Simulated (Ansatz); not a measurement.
# NaLaMnMoO6 (P2_1) in Ansatz: notebook

Aim: see how the results for NaLaMnMoO6 move with the level of theory and the settings. Levels: PBE, r2SCAN. Tasks: band structure, projected density of states, electric field gradients.

Program: Ansatz 0.2.0. These are calculated values, not measurements. Logs are shortened: lines on timing, memory, paths and dates and some standing lists are left out, and cuts for length are marked.

**1. The structure**

The structure is monoclinic, space group P2_1 (No. 4). Conventional cell: a = 5.557 Å, b = 5.598 Å, c = 8.025 Å, α = 90.00°, β = 90.44°, γ = 90.00°. Around Na (site symmetry 1) lie 4 O at 2.36 to 2.63 Å. Around La (site symmetry 1) lie 8 O at 2.40 to 2.69 Å. Mn (site symmetry 1) is surrounded by 6 O at 2.07 to 2.20 Å. Around Mo (site symmetry 1) lie 5 O at 1.83 to 2.03 Å. O (site symmetry 1) is surrounded by 1 Mo at 1.83 Å and 1 Mn at 2.08 Å. O (site symmetry 1) is surrounded by 1 Mo at 1.87 Å. O (site symmetry 1) has 1 Mo at 1.91 Å and 1 Mn at 2.08 Å as nearest neighbours. Around O (site symmetry 1) lie 1 Mo at 2.03 Å and 1 Mn at 2.07 Å.

The cell was built by a generator and needn't be a form met in nature.

**2. Band structure, PBE, collinear spin, ferromagnetic start**

Contents of input.yaml:

```yaml
crystal:
  lattice:
    - [5.55735, 0.0, 0.0]
    - [0.0, 5.59794, 0.0]
    - [-0.06214, 0.0, 8.02462]
  atoms:
    - { symbol: Na, position: [0.75008, 0.51572, 0.49924] }
    - { symbol: Na, position: [0.24992, 0.01572, 0.50076] }
    - { symbol: La, position: [0.25715, 0.95896, 0.99937] }
    - { symbol: La, position: [0.74285, 0.45896, 0.00063] }
    - { symbol: Mn, position: [0.24767, 0.48762, 0.25607], spin: 4.0 }
    - { symbol: Mn, position: [0.75233, 0.98762, 0.74393], spin: 4.0 }
    - { symbol: Mo, position: [0.75559, 0.99666, 0.2709], spin: 1.0 }
    - { symbol: Mo, position: [0.24441, 0.49666, 0.7291], spin: 1.0 }
    - { symbol: O, position: [0.67335, 0.9783, 0.49061] }
    - { symbol: O, position: [0.03402, 0.81017, 0.27726] }
    - { symbol: O, position: [0.93353, 0.2891, 0.28026] }
    - { symbol: O, position: [0.47817, 0.20966, 0.19922] }
    - { symbol: O, position: [0.54435, 0.73563, 0.20079] }
    - { symbol: O, position: [0.82956, 0.01818, 0.00392] }
    - { symbol: O, position: [0.32665, 0.4783, 0.50939] }
    - { symbol: O, position: [0.96598, 0.31017, 0.72274] }
    - { symbol: O, position: [0.06647, 0.7891, 0.71974] }
    - { symbol: O, position: [0.52183, 0.70966, 0.80078] }
    - { symbol: O, position: [0.45565, 0.23563, 0.79921] }
    - { symbol: O, position: [0.17044, 0.51818, 0.99608] }
hamiltonian:
  xc: pbe
  pseudopotentials: { kind: paw }
magnetization:
  spin_polarized: true
kpoints:
  mp_grid: { grid: [5, 5, 4] }
  band_path:
    path:
      - [[0.0, 0.0, 0.0], [0.0, 0.0, 0.5], [-0.4973485918, 0.0, 0.5055611472], [-0.5, 0.0, 0.5], [-0.5, 0.5, 0.5], [-0.5026514082, 0.5, 0.4944388528], [-0.5, 0.5, 0.0], [-0.5, 0.0, 0.0], [-0.5026514082, 0.0, 0.4944388528]]
      - [[-0.4973485918, 0.5, 0.5055611472], [0.0, 0.5, 0.5], [0.0, 0.5, 0.0]]
      - [[0.0, 0.0, 0.5], [0.0, 0.5, 0.5]]
    npoints: 10
scf:
  occupations: { method: fermi_dirac, width: 0.05 }
  n_extra_bands: 50
output:
  forces: true
  stress: true
  eigenvalues: true
  fatbands: true
```

Potentials or basis: Ansatz PAW.

The run is started by

```sh
ansatz run input.yaml --threads 8 --pin off --max-ram 20480MiB --backend cpu --events-out ev --progress --plain --runs-dir out
```

The log of the run:

```text
Warning: RAYON_NUM_THREADS=8 ignored (pool sized by the plan → 8); use --threads N
La: projections on atomic orbitals take those of the free atom [Kr 4d10] 4f0 5s2 5p6 5d1 6s2, of charge +0.00 (hamiltonian.pseudopotentials.projection_atoms); the dataset's partial waves leave at most 1.9e-5 of an orbital's norm unspanned inside its sphere
scf.n_extra_bands = 50 over 85 filled bands (N_el = 170.0): the run solves 135 bands
[... 111 lines left out ...]
  k-point 1 ↑: bands = ["-70.4545", "-70.4545", "-52.6049", "-52.6049", "-40.8015", "-40.8009", "-39.2199", "-39.2199", "-39.1998", "-39.1998", "-39.1863", "-39.1863", "-26.7857", "-26.7852", "-26.7335", "-26.7334", "-26.7138", "-26.7137", "-20.8920", "-20.7748", "-12.7508", "-12.7449", "-12.7345", "-12.7278", "-12.7170", "-12.7121", "-8.6644", "-8.2944", "-8.0241", "-8.0109", "-7.8729", "-7.8149", "-7.7250", "-7.6151", "-7.2814", "-7.2289", "-7.2169", "-7.0720", "-4.6191", "-4.5870", "-4.4326", "-3.9977", "-3.9186", "-3.7667", "3.6829", "4.1058", "4.1919", "4.2381", "4.2606", "4.3252", "4.6153", "4.6460", "4.7440", "4.8369", "5.3002", "5.3805", "5.8558", "5.9490", "6.0051", "6.0532", "6.2258", "6.4673", "6.6451", "6.6816", "6.7338", "6.7641", "7.3294", "7.3773", "7.4434", "7.5313", "7.6790", "7.7082", "7.8581", "7.8820", "8.0796", "8.1099", "8.2341", "8.2611", "8.3373", "8.4465", "8.8342", "8.9649", "9.0563", "9.0918", "9.3846", "9.4569", "9.9996", "10.0617", "10.4275", "10.8573", "11.6588", "11.8432", "11.8585", "11.9184", "11.9771", "12.1155", "13.8906", "13.9257", "13.9635", "14.0321", "14.0373", "14.0635", "14.0889", "14.0956", "14.1772", "14.1943", "14.2311", "14.2322", "14.2727", "14.3972", "14.5003", "14.6691", "15.1805", "15.2764", "15.7602", "15.8084", "16.0872", "16.3851", "16.4181", "16.6393", "16.8024", "17.0659", "17.1817", "17.4437", "17.5249", "17.9794", "18.0834", "19.2575", "19.4359", "19.5519", "19.6786", "20.5343", "20.6078", "20.9060", "21.1084"]
  k-point 2 ↑: bands = ["-70.4545", "-70.4545", "-52.6049", "-52.6049", "-40.8015", "-40.8009", "-39.2199", "-39.2199", "-39.1998", "-39.1998", "-39.1863", "-39.1863", "-26.7856", "-26.7854", "-26.7335", "-26.7334", "-26.7138", "-26.7138", "-20.8920", "-20.7748", "-12.7508", "-12.7449", "-12.7342", "-12.7278", "-12.7170", "-12.7121", "-8.6983", "-8.2096", "-8.0168", "-7.9998", "-7.8859", "-7.8305", "-7.7456", "-7.6105", "-7.2868", "-7.2467", "-7.2299", "-7.0702", "-4.6200", "-4.5872", "-4.4321", "-3.9999", "-3.9204", "-3.7651", "3.8632", "4.0202", "4.1988", "4.2409", "4.3105", "4.5544", "4.5826", "4.7184", "4.7479", "4.8217", "5.3576", "5.3806", "5.6436", "5.7769", "5.9768", "6.0863", "6.1251", "6.2713", "6.6428", "6.7088", "6.8084", "6.8243", "7.2450", "7.3575", "7.3792", "7.4679", "7.6739", "7.6781", "7.7655", "7.8648", "8.0361", "8.1385", "8.1862", "8.2552", "8.3827", "8.4391", "8.8657", "8.9996", "9.1671", "9.2258", "9.3921", "9.3957", "9.9876", "10.0520", "10.6497", "11.0548", "11.7175", "11.7624", "11.8520", "11.8900", "11.9693", "12.0822", "13.8899", "13.9251", "13.9639", "14.0375", "14.0435", "14.0764", "14.0986", "14.1024", "14.1778", "14.1945", "14.2312", "14.2322", "14.2725", "14.4011", "14.5403", "15.0557", "15.1838", "15.2287", "15.5605", "15.8208", "16.0417", "16.2161", "16.4401", "16.4766", "16.8685", "16.9681", "17.1189", "17.3309", "17.4803", "17.9910", "18.0232", "19.4189", "19.6033", "19.8619", "20.0077", "20.1099", "20.4907", "20.9892", "21.1011"]
  k-point 32 ↓: bands = ["-65.7947", "-65.7947", "-52.3484", "-52.3484", "-40.8012", "-40.8011", "-34.6681", "-34.6681", "-34.6440", "-34.6440", "-34.6131", "-34.6131", "-26.5082", "-26.5081", "-26.4616", "-26.4616", "-26.4281", "-26.4279", "-20.8295", "-20.8172", "-12.7539", "-12.7526", "-12.7301", "-12.7287", "-12.7159", "-12.7142", "-8.4922", "-8.4770", "-8.0362", "-7.9315", "-7.8188", "-7.7625", "-7.5671", "-7.4928", "-7.3480", "-7.3073", "-7.0762", "-6.9963", "-4.4527", "-4.3868", "-4.2179", "-4.0287", "-3.6275", "-3.5325", "3.8416", "3.8788", "4.4154", "4.4438", "4.5828", "4.6351", "5.0470", "5.1800", "5.2030", "5.2727", "5.3543", "5.4221", "6.0724", "6.2013", "6.2956", "6.4381", "6.5873", "6.6229", "6.7013", "6.8343", "6.8762", "7.0427", "7.1807", "7.3141", "7.4182", "7.4714", "7.6726", "7.7900", "7.8790", "7.9113", "8.0294", "8.0959", "8.1623", "8.2863", "8.5458", "8.6260", "11.4781", "11.5065", "11.9092", "11.9847", "12.0827", "12.1754", "12.9211", "12.9768", "13.0033", "13.0445", "13.1361", "13.2054", "13.7421", "13.8272", "13.9513", "13.9681", "13.9864", "14.0221", "14.0746", "14.0888", "14.0971", "14.1132", "14.1566", "14.1791", "14.1904", "14.2096", "14.2643", "14.2728", "14.3021", "14.3254", "15.1878", "15.3034", "15.7865", "15.9690", "16.1649", "16.3318", "16.4484", "16.5421", "16.8098", "16.8798", "17.0279", "17.3535", "17.5931", "17.7485", "18.0602", "18.2137", "18.3692", "18.7356", "19.3742", "19.9062", "20.5863", "20.8675", "21.2814", "21.6155", "21.7387"]
```

bands.tsv:

```text
[... 94 lines left out ...]
```

Wall time 4.3 min (8 threads of Arm Neoverse V2, shared host); peak memory 4.3 GiB.

What came out:

```
Free energy             : -40008.1615 eV
Pressure                : 0.0 GPa
Largest force           : 0.019 eV/Å
Band gap on the k mesh  : 0.12 eV, indirect (least direct gap 0.16 eV)
Band gap along the path : 0.12 eV, indirect (least direct gap 0.16 eV)
Net moment              : 9.97 μB per cell
Absolute moment         : 10.04 μB per cell
Site moments            : Na +0.00; La +0.01; Mn +3.79; Mo +0.19; O +0.02, +0.04, +0.03, +0.06 μB
```

Forces on the atoms (eV/Å):
```
Na   0.001  0.001  0.000
Na  -0.001  0.001  0.000
La   0.005  0.002  0.000
La  -0.005  0.002  0.000
Mn   0.001  0.006 -0.001
Mn  -0.001  0.006  0.001
Mo  -0.014  0.013  0.001
Mo   0.014  0.013 -0.001
O    0.004 -0.004  0.004
O    0.006 -0.008 -0.001
O    0.006 -0.001 -0.002
O   -0.001  0.000  0.001
O    0.000 -0.007 -0.001
O    0.001 -0.002 -0.006
O   -0.004 -0.004 -0.004
O   -0.006 -0.008  0.001
O   -0.006 -0.001  0.002
O    0.001  0.000 -0.001
O    0.000 -0.007  0.001
O   -0.001 -0.002  0.006
```

Levels at the corners of the path, in eV from the valence-band top:
Spin up:
| point | band 88 | band 89 | band 90 | band 91 | band 92 | band 93 |
| --- | --- | --- | --- | --- | --- | --- |
| Γ | -1.07 | -0.89 | -0.44 | 0.55 | 0.79 | 0.80 |
| Y | -1.04 | -0.44 | -0.04 | 0.63 | 0.67 | 0.76 |
| H | -0.56 | -0.33 | -0.03 | 0.45 | 0.52 | 0.64 |
| C | -0.56 | -0.33 | -0.03 | 0.45 | 0.52 | 0.64 |
| E | -0.70 | -0.40 | -0.40 | 0.66 | 0.66 | 0.76 |
| M1 | -0.70 | -0.40 | -0.40 | 0.66 | 0.66 | 0.76 |
| A | -0.95 | -0.46 | -0.46 | 0.66 | 0.66 | 0.73 |
| X | -0.56 | -0.49 | -0.42 | 0.42 | 0.61 | 0.63 |
| H1 | -0.56 | -0.33 | -0.03 | 0.45 | 0.52 | 0.64 |
| M | -0.70 | -0.40 | -0.40 | 0.66 | 0.66 | 0.76 |
| D | -0.52 | -0.21 | -0.21 | 0.55 | 0.55 | 0.74 |
| Z | -0.67 | -0.37 | -0.37 | 0.56 | 0.56 | 0.74 |
| Y | -1.04 | -0.44 | -0.04 | 0.63 | 0.67 | 0.76 |
| D | -0.52 | -0.21 | -0.21 | 0.55 | 0.55 | 0.74 |
Spin down:
| point | band 77 | band 78 | band 79 | band 80 | band 81 | band 82 | band 83 | band 84 |
| --- | --- | --- | --- | --- | --- | --- | --- | --- |
| Γ | -2.70 | -2.52 | -2.51 | -2.49 | 0.12 | 0.22 | 0.30 | 0.33 |
| Y | -2.68 | -2.53 | -2.49 | -2.46 | 0.13 | 0.24 | 0.58 | 0.58 |
| H | -2.83 | -2.69 | -2.53 | -2.31 | 0.56 | 0.60 | 0.65 | 0.70 |
| C | -2.83 | -2.69 | -2.53 | -2.31 | 0.56 | 0.60 | 0.65 | 0.70 |
| E | -2.82 | -2.82 | -2.54 | -2.54 | 0.55 | 0.55 | 0.86 | 0.86 |
| M1 | -2.82 | -2.82 | -2.54 | -2.54 | 0.55 | 0.55 | 0.86 | 0.86 |
| A | -2.83 | -2.83 | -2.47 | -2.47 | 0.27 | 0.27 | 0.89 | 0.89 |
| X | -2.89 | -2.71 | -2.53 | -2.34 | 0.45 | 0.47 | 0.67 | 0.74 |
| H1 | -2.83 | -2.69 | -2.53 | -2.31 | 0.56 | 0.60 | 0.65 | 0.70 |
| M | -2.82 | -2.82 | -2.54 | -2.54 | 0.55 | 0.55 | 0.86 | 0.86 |
| D | -2.82 | -2.82 | -2.54 | -2.54 | 0.67 | 0.67 | 0.75 | 0.75 |
| Z | -2.89 | -2.89 | -2.54 | -2.54 | 0.55 | 0.55 | 0.77 | 0.77 |
| Y | -2.68 | -2.53 | -2.49 | -2.46 | 0.13 | 0.24 | 0.58 | 0.58 |
| D | -2.82 | -2.82 | -2.54 | -2.54 | 0.67 | 0.67 | 0.75 | 0.75 |

Caveat: the magnetic or orbital state may not be the lowest; the pressure holds a Pulay correction of +0.6 GPa for the finite cutoff; spin-orbit coupling is left out, which moves the levels of the heavy elements; only a ferromagnetic start was run, and an antiferromagnetic order may lie lower in energy.

(Part 1 of 3 ends here.)
